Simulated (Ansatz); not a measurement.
**CH₄AlNS: geometry and vibrations**

Aim: relax CH₄AlNS from a cheap starting geometry, check the end point by its vibrations and derive ideal-gas thermochemistry, and look at its orbitals and charge.

Program: Ansatz 0.2.0, Gaussian basis. Level of theory: RKS PBE0-D4/def2-TZVP. These are calculated values, not measurements.

Plan: relaxation at PBE-D4/def2-SVP; relaxation at PBE0-D4/def2-TZVP; harmonic vibrations at the same level; a single point in def2-TZVPP for the fields.

## Step 1: Where the work starts

8 atoms, charge 0, spin multiplicity 1.

Atoms are counted from 1 here; the program's logs count them from 0.

Bond lengths: N1–C2 1.397 Å, N1–H5 1.008 Å, N1–H6 1.122 Å, C2–Al3 1.943 Å, C2–S4 1.561 Å, Al3–H7 1.656 Å, Al3–H8 1.570 Å. Angles: C2–N1–H5 126.0°, C2–N1–H6 118.8°, H5–N1–H6 115.2°, N1–C2–Al3 118.6°, N1–C2–S4 123.3°, Al3–C2–S4 118.1°, C2–Al3–H7 120.0°, C2–Al3–H8 122.9°, H7–Al3–H8 117.1°.

The start is a force-field geometry with small random shifts, so a cheaper pass at PBE-D4/def2-SVP comes first.

## Step 2: Optimising with PBE-D4/def2-SVP (cheap first pass)

The input, in.yaml:

```yaml
crystal:
  periodic: [false, false, false]
  atoms:
    - {symbol: N, position_ang: [-0.351500, 1.375800, 0.016800]}
    - {symbol: C, position_ang: [-0.623700, 0.020100, -0.178700]}
    - {symbol: Al, position_ang: [0.801300, -1.266700, 0.118200]}
    - {symbol: S, position_ang: [-2.011400, -0.516300, -0.651700]}
    - {symbol: H, position_ang: [0.537000, 1.768200, 0.287600]}
    - {symbol: H, position_ang: [-1.169700, 2.123200, -0.160100]}
    - {symbol: H, position_ang: [2.299900, -0.748900, 0.595800]}
    - {symbol: H, position_ang: [0.610400, -2.812400, -0.083600]}
basis:
  gaussian: {orbitals: def2-SVP}
hamiltonian: {xc: pbe, dispersion: d4}
relax: {f_tol: 0.03, max_steps: 200}
```

Started as:

```bash
ansatz run in.yaml --threads 2 --pin off --events-out ev --progress --plain --max-ram 4352MiB
```

What it wrote (excerpt; [...] marks lines left out):

```text
Functional definition: PBE
  name "PBE"
  cite "Perdew, Burke & Ernzerhof, Phys. Rev. Lett. 77, 3865 (1996) doi:10.1103/PhysRevLett.77.3865"
  parent pbe
[...]
960 factors; their error is unknown
[...]
mean field -20004.44390515 eV, -735.1497540152 hartree, gradient 2.8e-5 eV, S^2 0.000000; 0 other end points of the search recorded, 0 dependent functions left out
[...]
reference -20004.44394226 eV, -735.1497553788 hartree; 23, 23 occupied and 61, 61 virtual orbitals, 960 factors
relax step   1: F+E_penalty+E_count = -20004.62007017 eV  Δ(F+E_penalty+E_count) = +0.000e0 eV  max|allowed force component| = 4.137e0 eV/Å  Δτ_max = 0.0000 Å  (28 SCF iters, accepted)
[...]
relax step   5: F+E_penalty+E_count = -20005.10259212 eV  Δ(F+E_penalty+E_count) = -2.274e-3 eV  max|allowed force component| = 5.259e-2 eV/Å  Δτ_max = 0.0261 Å  (30 SCF iters, accepted)
[...]
relax step   9: F+E_penalty+E_count = -20005.11822420 eV  Δ(F+E_penalty+E_count) = -1.135e-2 eV  max|allowed force component| = 1.274e-1 eV/Å  Δτ_max = 0.1083 Å  (29 SCF iters, accepted)
[...]
relax step  13: F+E_penalty+E_count = -20005.39846623 eV  Δ(F+E_penalty+E_count) = -1.238e-1 eV  max|allowed force component| = 5.031e-1 eV/Å  Δτ_max = 0.1919 Å  (30 SCF iters, accepted)
[...]
relax step  17: F+E_penalty+E_count = -20005.75147151 eV  Δ(F+E_penalty+E_count) = +1.716e-3 eV  max|allowed force component| = 5.174e-1 eV/Å  Δτ_max = 0.1367 Å  (30 SCF iters, rejected (line search))
[...]
relax step  18: F+E_penalty+E_count = -20005.76849559 eV  Δ(F+E_penalty+E_count) = -1.531e-2 eV  max|allowed force component| = 7.222e-2 eV/Å  Δτ_max = 0.0666 Å  (30 SCF iters, accepted)
[...]
relax step  19: F+E_penalty+E_count = -20005.77435621 eV  Δ(F+E_penalty+E_count) = -5.861e-3 eV  max|allowed force component| = 1.779e-2 eV/Å  Δτ_max = 0.0775 Å  (30 SCF iters, accepted)
960 factors; their error is unknown
[...]
mean field -20005.59770546 eV, -735.1921553946 hartree, gradient 1.6e-5 eV, S^2 0.000000; 1 other end points of the search recorded, 0 dependent functions left out
[...]
reference -20005.59774370 eV, -735.1921567999 hartree; 23, 23 occupied and 61, 61 virtual orbitals, 960 factors
Total energy: -20005.77439446 eV, -735.1986485953 hartree
Atom 0 at    -0.415718     1.560000    -0.294486 Å, force    -0.007316     0.017786     0.011069 eV/Å
Atom 1 at    -0.289763     0.272447    -0.014298 Å, force     0.004168    -0.017243     0.003395 eV/Å
Atom 2 at     0.723528    -1.424561     0.169893 Å, force    -0.002230     0.000826     0.005406 eV/Å
Atom 3 at    -1.548853    -0.740389     0.533662 Å, force     0.002948     0.000845     0.001242 eV/Å
Atom 4 at     0.392180     2.101285    -0.609662 Å, force    -0.002138     0.005323    -0.006672 eV/Å
Atom 5 at    -1.309338     2.060255    -0.190606 Å, force     0.006368    -0.006989    -0.011669 eV/Å
Atom 6 at     1.584948    -1.598658     1.505552 Å, force     0.000675    -0.005847     0.001328 eV/Å
Atom 7 at     0.955315    -2.287380    -1.155755 Å, force    -0.002474     0.005299    -0.004098 eV/Å
Dipole moment:    -0.084874     0.927577    -0.203558 e Å
```

Run time: 31 s. Hardware: 2 threads of Arm Neoverse V1, shared host.

The steps of the relaxation: (the energy doesn't fall at every step)

| step | energy from step 1 (eV) | largest force component (eV/Å) |
| --- | --- | --- |
| 1 | 0.0000 | 4.1367 |
| 2 | -0.3708 | 2.1612 |
| 3 | -0.4701 | 0.5641 |
| 4 | -0.4802 | 0.1277 |
| 5 | -0.4825 | 0.0526 |
| 6 | -0.4836 | 0.0157 |
| 7 | -0.4846 | 0.0179 |
| 8 | -0.4868 | 0.0253 |
| 9 | -0.4982 | 0.1274 |
| 10 | -0.5201 | 0.0901 |
| 11 | -0.5663 | 0.2255 |
| 12 | -0.6546 | 0.3735 |
| 13 | -0.7784 | 0.5031 |
| 14 | -0.9281 | 0.5743 |
| 15 | -1.0756 | 0.2861 |
| 16 | -1.1331 | 0.2245 |
| 17 | -1.1314 | 0.5174 |
| 18 | -1.1484 | 0.0722 |
| 19 | -1.1543 | 0.0178 |

The force was under the threshold of 0.03 eV/Å already at step 6, but the program went on to step 19.

Close pairs (by a distance rule), those that changed most:

| bond | before (Å) | after (Å) | change (Å) |
| --- | --- | --- | --- |
| Al3–S4 | 3.011 | 2.401 | -0.610 |
| C2–S4 | 1.561 | 1.706 | +0.145 |
| N1–H6 | 1.122 | 1.029 | -0.093 |
| N1–C2 | 1.397 | 1.324 | -0.073 |
| Al3–H7 | 1.656 | 1.599 | -0.057 |
| C2–Al3 | 1.943 | 1.985 | +0.042 |
| Al3–H8 | 1.570 | 1.599 | +0.028 |
| N1–H5 | 1.008 | 1.022 | +0.014 |

## Step 3: Optimising with PBE0-D4/def2-TZVP

The input, in.yaml:

```yaml
crystal:
  periodic: [false, false, false]
  atoms:
    - {symbol: N, position_ang: [-0.415718, 1.560000, -0.294486]}
    - {symbol: C, position_ang: [-0.289763, 0.272447, -0.014298]}
    - {symbol: Al, position_ang: [0.723528, -1.424561, 0.169893]}
    - {symbol: S, position_ang: [-1.548853, -0.740389, 0.533662]}
    - {symbol: H, position_ang: [0.392180, 2.101285, -0.609662]}
    - {symbol: H, position_ang: [-1.309338, 2.060255, -0.190606]}
    - {symbol: H, position_ang: [1.584948, -1.598658, 1.505552]}
    - {symbol: H, position_ang: [0.955315, -2.287380, -1.155755]}
basis:
  gaussian: {orbitals: def2-TZVP}
hamiltonian: {xc: pbe0, dispersion: d4}
relax: {f_tol: 0.005, max_steps: 150}
```

Launched as before.

What it wrote (excerpt; [...] marks lines left out):

```text
Functional definition: PBE0
  name "PBE0"
  cite "Adamo & Barone, J. Chem. Phys. 110, 6158 (1999) doi:10.1063/1.478522"
  cite "Perdew, Burke & Ernzerhof, Phys. Rev. Lett. 77, 3865 (1996) doi:10.1103/PhysRevLett.77.3865"
  parent pbe
[...]
1061 factors; their error is unknown
[...]
mean field -20016.16760721 eV, -735.5805921194 hartree, gradient 6.0e-5 eV, S^2 0.000000; 0 other end points of the search recorded, 0 dependent functions left out
[...]
reference -20016.16763961 eV, -735.5805933101 hartree; 23, 23 occupied and 137, 137 virtual orbitals, 1061 factors
relax step   1: F+E_penalty+E_count = -20016.31678312 eV  Δ(F+E_penalty+E_count) = +0.000e0 eV  max|allowed force component| = 7.232e-1 eV/Å  Δτ_max = 0.0000 Å  (28 SCF iters, accepted)
[...]
reference -20016.20459764 eV, -735.5819514927 hartree; 23, 23 occupied and 137, 137 virtual orbitals, 1061 factors
Total energy: -20016.35486576 eV, -735.5874737440 hartree
Atom 0 at    -0.412123     1.551320    -0.290959 Å, force    -0.002471    -0.002609     0.000823 eV/Å
Atom 1 at    -0.275004     0.279356    -0.011223 Å, force     0.000023     0.004700    -0.000842 eV/Å
Atom 2 at     0.703781    -1.420486     0.177623 Å, force     0.001682    -0.002821     0.000810 eV/Å
Atom 3 at    -1.512021    -0.729355     0.528970 Å, force    -0.000168     0.001192     0.000671 eV/Å
Atom 4 at     0.375957     2.090319    -0.609221 Å, force     0.000798     0.002272    -0.000776 eV/Å
Atom 5 at    -1.299894     2.028892    -0.197866 Å, force     0.000223    -0.001308    -0.000635 eV/Å
Atom 6 at     1.567734    -1.600397     1.494076 Å, force    -0.000114    -0.001690     0.000423 eV/Å
Atom 7 at     0.943869    -2.256650    -1.147100 Å, force     0.000027     0.000264    -0.000474 eV/Å
Dipole moment:    -0.078411     0.894336    -0.201591 e Å
```

Wall time 22 s (2 threads of Arm Neoverse V1, shared host).

Relaxation path:

| step | energy from step 1 (eV) | largest force component (eV/Å) |
| --- | --- | --- |
| 1 | 0.0000 | 0.7232 |
| 2 | -0.0327 | 0.3687 |
| 3 | -0.0380 | 0.0271 |
| 4 | -0.0379 | 0.0478 |
| 5 | -0.0381 | 0.0047 |

Distances of close pairs at the start and the end, largest changes first:

| bond | before (Å) | after (Å) | change (Å) |
| --- | --- | --- | --- |
| Al3–S4 | 2.401 | 2.348 | -0.053 |
| C2–S4 | 1.706 | 1.685 | -0.021 |
| N1–H6 | 1.029 | 1.012 | -0.017 |
| N1–H5 | 1.022 | 1.006 | -0.016 |
| C2–Al3 | 1.985 | 1.971 | -0.015 |
| N1–C2 | 1.324 | 1.310 | -0.014 |
| Al3–H7 | 1.599 | 1.585 | -0.014 |
| Al3–H8 | 1.599 | 1.585 | -0.014 |

Mulliken charges at the end point, from the run's report:

| atom | value (e) |
| --- | --- |
| N1 | -0.35 |
| C2 | 0.02 |
| Al3 | 0.29 |
| S4 | -0.22 |
| H5 | 0.27 |
| H6 | 0.24 |
| H7 | -0.12 |
| H8 | -0.12 |

## Step 4: Vibrations by finite differences

The input, in.yaml:

```yaml
crystal:
  periodic: [false, false, false]
  atoms:
    - {symbol: N, position_ang: [-0.412123, 1.551320, -0.290959]}
    - {symbol: C, position_ang: [-0.275004, 0.279356, -0.011223]}
    - {symbol: Al, position_ang: [0.703781, -1.420486, 0.177623]}
    - {symbol: S, position_ang: [-1.512021, -0.729355, 0.528970]}
    - {symbol: H, position_ang: [0.375957, 2.090319, -0.609221]}
    - {symbol: H, position_ang: [-1.299894, 2.028892, -0.197866]}
    - {symbol: H, position_ang: [1.567734, -1.600397, 1.494076]}
    - {symbol: H, position_ang: [0.943869, -2.256650, -1.147100]}
basis:
  gaussian: {orbitals: def2-TZVP}
hamiltonian: {xc: pbe0, dispersion: d4}
phonons: {temperatures: {t_min: 298.15, t_max: 900, t_step: 200}}
```

Launched as before.

What it wrote (excerpt; [...] marks lines left out):

```text
Functional definition: PBE0
  name "PBE0"
  cite "Adamo & Barone, J. Chem. Phys. 110, 6158 (1999) doi:10.1063/1.478522"
  cite "Perdew, Burke & Ernzerhof, Phys. Rev. Lett. 77, 3865 (1996) doi:10.1103/PhysRevLett.77.3865"
  parent pbe
[...]
1061 factors; their error is unknown
[...]
mean field -20016.20456438 eV, -735.5819502703 hartree, gradient 1.6e-5 eV, S^2 0.000000; 0 other end points of the search recorded, 0 dependent functions left out
[...]
reference -20016.20459664 eV, -735.5819514557 hartree; 23, 23 occupied and 137, 137 virtual orbitals, 1061 factors
[...]
1061 factors; their error is unknown
mean field -20016.20431980 eV, -735.5819412822 hartree, gradient 1.4e-6 eV, S^2 0.000000; 0 other end points of the search recorded, 0 dependent functions left out
[...]
reference -20016.20435205 eV, -735.5819424674 hartree; 23, 23 occupied and 137, 137 virtual orbitals, 1061 factors
[...]
Atom 0 at    -0.412123     1.551320    -0.290959 Å, force    -0.002498    -0.002646     0.000839 eV/Å
Atom 1 at    -0.275004     0.279356    -0.011223 Å, force    -0.000009     0.004700    -0.000833 eV/Å
Atom 2 at     0.703781    -1.420486     0.177623 Å, force     0.001723    -0.002825     0.000789 eV/Å
Atom 3 at    -1.512021    -0.729355     0.528970 Å, force    -0.000186     0.001209     0.000671 eV/Å
Atom 4 at     0.375957     2.090319    -0.609221 Å, force     0.000828     0.002290    -0.000788 eV/Å
Atom 5 at    -1.299894     2.028892    -0.197866 Å, force     0.000231    -0.001303    -0.000638 eV/Å
Atom 6 at     1.567734    -1.600397     1.494076 Å, force    -0.000113    -0.001691     0.000427 eV/Å
Atom 7 at     0.943869    -2.256650    -1.147100 Å, force     0.000025     0.000266    -0.000466 eV/Å
Dipole moment:    -0.078411     0.894338    -0.201591 e Å
Vibrations: 253.91 261.62 367.56 405.70 515.96 562.78 570.50 584.68 682.61 756.22 824.31 1217.85 1503.09 1659.11 1920.69 1923.65 3525.26 3675.86 cm⁻¹, zero-point energy 1.314937 eV
```

Wall time 2 min (2 threads of Arm Neoverse V1, shared host).

Motions are named by where the mode's potential energy lies. Wavenumbers, unscaled:

| mode | cm⁻¹ | motion |
| --- | --- | --- |
| 1 | 254 | bend |
| 2 | 262 | torsion with bend |
| 3 | 368 | bend with Al–S stretch |
| 4 | 406 | bend |
| 5 | 516 | bend |
| 6 | 563 | Al–C stretch with bend |
| 7 | 571 | torsion with out-of-plane bend |
| 8 | 585 | bend |
| 9 | 683 | torsion |
| 10 | 756 | bend |
| 11 | 824 | C–S stretch with bend |
| 12 | 1218 | bend |
| 13 | 1503 | C–N stretch |
| 14 | 1659 | bend |
| 15 | 1921 | Al–H stretch |
| 16 | 1924 | Al–H stretch |
| 17 | 3525 | N–H stretch |
| 18 | 3676 | N–H stretch |

Ideal gas, rigid rotor and harmonic oscillator at 298.15 K and 1 bar, with symmetry number 1:

| term | value |
| --- | --- |
| zero-point energy | 30.3 kcal/mol |
| H(298) − E | 34.4 kcal/mol |
| entropy, translation | 164.9 J/(mol K) |
| entropy, rotation | 108.6 J/(mol K) |
| entropy, vibration | 34.8 J/(mol K) |
| entropy, total | 308.3 J/(mol K) |

## Step 5: Orbitals, density and potential

in.yaml, as its differences from that of step 4:

```diff
@@ -12,4 +12,4 @@
 basis:
-  gaussian: {orbitals: def2-TZVP}
+  gaussian: {orbitals: def2-TZVPP}
 hamiltonian: {xc: pbe0, dispersion: d4}
-phonons: {temperatures: {t_min: 298.15, t_max: 900, t_step: 200}}
+output: {orbitals: {seedname: orbitals}}
```

Same command.

What it wrote:

```text
Functional definition: PBE0
  name "PBE0"
  cite "Adamo & Barone, J. Chem. Phys. 110, 6158 (1999) doi:10.1063/1.478522"
  cite "Perdew, Burke & Ernzerhof, Phys. Rev. Lett. 77, 3865 (1996) doi:10.1103/PhysRevLett.77.3865"
  parent pbe
  parameter a = 0.25
  parameter kappa = 0.804
  parameter beta = 0.06672455060314922
  exchange = (1 - a)*pbe_x(kappa = kappa, mu = beta*pi^2/3) + a*exact_x
  correlation = pbe_c(beta = beta)
1186 factors; their error is unknown
mean field evaluation 1: about -20009.9691 eV, gradient 5.5e1 eV
mean field evaluation 2: about -20000.4083 eV, gradient 8.1e1 eV
mean field evaluation 4: about -20016.1702 eV, gradient 4.9e0 eV
mean field evaluation 8: about -20016.2323 eV, gradient 1.2e-1 eV
mean field evaluation 16: about -20016.2581 eV, gradient 3.2e-5 eV
mean field -20016.25809397 eV, -735.5839174464 hartree, gradient 3.2e-5 eV, S^2 0.000000; 0 other end points of the search recorded, 0 dependent functions left out
reference -20016.25812627 eV, -735.5839186333 hartree; 23, 23 occupied and 179, 179 virtual orbitals, 1186 factors
Total energy: -20016.40839439 eV, -735.5894408849 hartree
```

It took 3.5 s on 2 threads of Arm Neoverse V1, shared host.

Orbitals, density, ELF and potential are computed afterwards from the orbital file.

Frontier orbitals at PBE0-D4/def2-TZVPP, with the share of their density that lies nearest to each atom:

| orbital | energy (eV) | lies on |
| --- | --- | --- |
| HOMO-1 | -7.37 | S4 42 %; H7, H8 about 20 % each; N1 8 % |
| HOMO | -7.15 | S4 50 %; C2 28 %; Al3 13 % |
| LUMO | -1.40 | C2 48 %; S4 26 %; N1 13 % |

ELF in a plane through or near 6 of the atoms.

Ten even steps from '0' (0.00) to '9' (0.99):
```
0000000000000000000000000000
0000000000000000000000000000
0000000000000000000000000000
0000000000000000000000000000
0000000000000000002210000000
0000000000000000048872000000
0000000110013410079994100000
0000001110047851189993000000
0000012102128984467862000000
0000012038817975855575200000
0000011038515645666999830000
0000011001044787523899930000
0000000136886347510267510000
0000000148981835730000000000
0000000137873537863000000000
0000000025677679975100000000
0000000001245788753000000000
0000000000012455421000000000
0000000000000111000000000000
0000000000000000000000000000
```
The map spans 10.0 Å across and 8.7 Å up, centred on the molecule. Atoms in the plane (x, y in Å): N1 (1.6, 0.2), C2 (0.4, -0.2), Al3 (-1.6, 0.1), S4 (-0.1, -1.8), H5 (1.8, 1.2), H6 (2.4, -0.4).

log10 of the density (e/Å³) in the same plane.

Values, 10 rows by 14 columns:
```
-4.0 -4.0 -4.0 -4.0 -4.0 -4.0 -4.0 -4.0 -4.0 -4.0 -4.0 -4.0 -4.0 -4.0
-4.0 -4.0 -4.0 -4.0 -4.0 -4.0 -4.0 -4.0 -4.0 -4.0 -4.0 -4.0 -4.0 -4.0
-4.0 -4.0 -3.4 -3.0 -2.7 -2.7 -2.8 -2.9 -2.7 -2.2 -2.4 -3.2 -4.0 -4.0
-4.0 -3.3 -2.5 -1.9 -1.6 -1.6 -1.6 -1.7 -1.4 -0.4 -0.9 -2.1 -3.5 -4.0
-3.9 -2.9 -1.9 -1.1 -0.6 -0.3 -0.6 -0.3 -0.2  0.5 -0.2 -1.6 -2.9 -4.0
-3.9 -2.9 -1.9 -1.1  0.2  0.9 -0.2  1.1  0.2  0.3  0.3 -1.0 -2.4 -3.7
-4.0 -3.4 -2.6 -1.8 -1.1 -0.5  0.0  0.2 -0.4 -1.1 -1.1 -1.7 -2.8 -4.0
-4.0 -4.0 -3.3 -2.5 -1.6 -0.6  0.3  0.7 -0.4 -1.4 -2.4 -3.0 -3.7 -4.0
-4.0 -4.0 -4.0 -3.3 -2.5 -1.6 -1.0 -0.8 -1.2 -2.1 -3.0 -4.0 -4.0 -4.0
-4.0 -4.0 -4.0 -4.0 -3.5 -2.9 -2.4 -2.2 -2.5 -3.0 -3.9 -4.0 -4.0 -4.0
```
The map spans 10.0 Å across and 8.7 Å up, centred on the molecule. Atoms in the plane (x, y in Å): N1 (1.6, 0.2), C2 (0.4, -0.2), Al3 (-1.6, 0.1), S4 (-0.1, -1.8), H5 (1.8, 1.2), H6 (2.4, -0.4).

On the surface of density 0.002 e/bohr³ the electrostatic potential runs, from the 1st to the 99th percentile, from -0.85 to 2.64 V.

## Step 6: Outcome

```
                  quantity            value
               point group               Cs
                     steps           19 + 5
shift from the start (rms)          0.910 Å
              total energy   -20016.3549 eV
           dispersion term         -150 meV
             dipole moment           4.42 D
lowest, highest wavenumber   254, 3676 cm⁻¹
         zero-point energy    30.3 kcal/mol
       entropy at 298.15 K  308.3 J/(mol K)
                HOMO, LUMO  -7.15, -1.40 eV
```

**Reading.** The relaxed geometry lies 0.91 Å (rms) from the start; the bond that changed most is Al3–S4, from 3.011 to 2.348 Å. The bonds at the end are not those of the start, so the run found another structure. All wavenumbers are real, so the end point is a minimum. The stiffest mode, 3676 cm⁻¹, is an N–H stretch. Harmonic hybrid wavenumbers usually lie a few per cent above measured fundamentals. The largest Mulliken charge, -0.35 e, sits on N1. The HOMO lies mostly on S4 50 %; C2 28 % and the LUMO on C2 48 %; S4 26 %.
